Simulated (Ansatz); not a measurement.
# C₃H₄AlF: up Jacob's ladder to CCSD(T)

The task here is to estimate one member of a computed series from the others.

Method: functionals in def2-TZVPP, the program's frozen cores in correlated methods; program: Ansatz 0.2.0, Gaussian basis.

The runs, in order: LDA (SPW92), PBE-D4, revPBE-D4, BLYP-D4, r2SCAN-D4, B97M-V, PBE0-D4, B3LYP-D4, r2SCANh-D4, r2SCAN0-D4, HSE06-D4, BHLYP-D4, CAM-B3LYP-D4, LC-ωPBE, ωB97X-V, ωB97M-V, B2PLYP, PBE-QIDH; CCSD(T)/def2-SVP; CCSD(T)/def2-TZVPP; MP2/def2-QZVPP; extrapolation to the limit; RPA on PBE.

### The geometry

The geometry comes from an earlier relaxation with PBE0-D4 in a triple-zeta def2 set; it is a stationary point, not always the lowest conformer.

SMILES `FC[C]1=[CH][AlH]1`, 9 atoms, charge 0, spin multiplicity 1.

Atoms are counted from 1 here; the program's logs count them from 0.

Bond lengths: F1–C2 1.384 Å, C2–C3 1.474 Å, C2–H6 1.096 Å, C2–H7 1.096 Å, C3–C4 1.369 Å, C3–Al5 1.857 Å, C4–Al5 1.848 Å, C4–H8 1.090 Å, Al5–H9 1.568 Å. Angles: F1–C2–C3 112.1°, F1–C2–H6 107.5°, F1–C2–H7 107.5°, C3–C2–H6 110.6°, C3–C2–H7 110.6°, H6–C2–H7 108.4°, C2–C3–C4 130.0°, C2–C3–Al5 162.0°, C4–C3–Al5 67.9°, C3–C4–Al5 68.7°, C3–C4–H8 127.5°, Al5–C4–H8 163.8°, C3–Al5–C4 43.4°, C3–Al5–H9 157.9°, C4–Al5–H9 158.7°.

As a file:

```xyz
9
charge 0, multiplicity 1
F     0.8213    1.1037   -1.8867
C     0.9332    0.0319   -1.0180
C    -0.0923    0.0677    0.0402
C    -0.3214   -0.8001    1.0746
Al   -1.5308    0.5968    1.0894
H     1.9386    0.0648   -0.5821
H     0.8432   -0.8848   -1.6124
H     0.2309   -1.7084    1.3141
H    -2.7344    1.4820    1.5637
```

The first run:

The input, in.yaml:

```yaml
crystal:
  periodic: [false, false, false]
  atoms:
    - {symbol: F, position_ang: [0.821260, 1.103665, -1.886719]}
    - {symbol: C, position_ang: [0.933234, 0.031945, -1.017958]}
    - {symbol: C, position_ang: [-0.092256, 0.067732, 0.040244]}
    - {symbol: C, position_ang: [-0.321398, -0.800087, 1.074570]}
    - {symbol: Al, position_ang: [-1.530776, 0.596766, 1.089405]}
    - {symbol: H, position_ang: [1.938599, 0.064825, -0.582109]}
    - {symbol: H, position_ang: [0.843222, -0.884756, -1.612370]}
    - {symbol: H, position_ang: [0.230895, -1.708446, 1.314065]}
    - {symbol: H, position_ang: [-2.734379, 1.481955, 1.563671]}
basis:
  gaussian: {orbitals: def2-TZVPP}
hamiltonian: {xc: lda}
output: {orbitals: {seedname: orbitals}}
```

The run is started by

```sh
$ ansatz run in.yaml --threads 2 --pin off --events-out ev --progress --plain --max-ram 4352MiB
```

Steps of the session up to this table: LDA; PBE-D4 (GGA); revPBE-D4 (GGA); BLYP-D4 (GGA); r2SCAN-D4 (meta-GGA); B97M-V (meta-GGA); B3LYP-D4 (hybrid); r2SCANh-D4 (hybrid); r2SCAN0-D4 (hybrid); HSE06-D4 (hybrid); BHLYP-D4 (hybrid); CAM-B3LYP-D4 (range-separated); LC-ωPBE (range-separated); ωB97X-V (range-separated); ωB97M-V (range-separated); B2PLYP (double hybrid); PBE-QIDH (double hybrid).

One table of the session follows, with a row left open; its other results are not shown here.

It belongs to the step «Frontier levels by functional». 

| functional | HOMO (eV) | gap (eV) |
| --- | --- | --- |
| LDA (SPW92) | -5.67 | 3.84 |
| PBE-D4 | -5.55 | 3.94 |
| revPBE-D4 | -5.49 | 3.99 |
| BLYP-D4 | ? | ? |
| r2SCAN-D4 | -5.75 | 4.55 |
| B97M-V | -5.84 | 4.42 |
| PBE0-D4 | -6.70 | 5.87 |
| B3LYP-D4 | -6.52 | 5.47 |
| r2SCANh-D4 | -6.19 | 5.23 |
| r2SCAN0-D4 | -6.84 | 6.25 |
| HSE06-D4 | -6.30 | 5.11 |
| BHLYP-D4 | -7.81 | 7.73 |
| CAM-B3LYP-D4 | -8.05 | 8.11 |
| LC-ωPBE | -9.35 | 10.47 |
| ωB97X-V | -9.02 | 10.05 |
| ωB97M-V | -8.87 | 9.60 |

**Question.** Estimate the row for BLYP-D4.

Worked estimate for «HOMO (eV)». Against the share of exact exchange, B3LYP-D4 (0.2, -6.52), BHLYP-D4 (0.5, -7.81) give a slope of -4.30 per unit share; at 0 the line stands at -5.66.

As computed: HOMO (eV): -5.43; gap (eV): 3.93. In «HOMO (eV)» the line misses by -0.23.
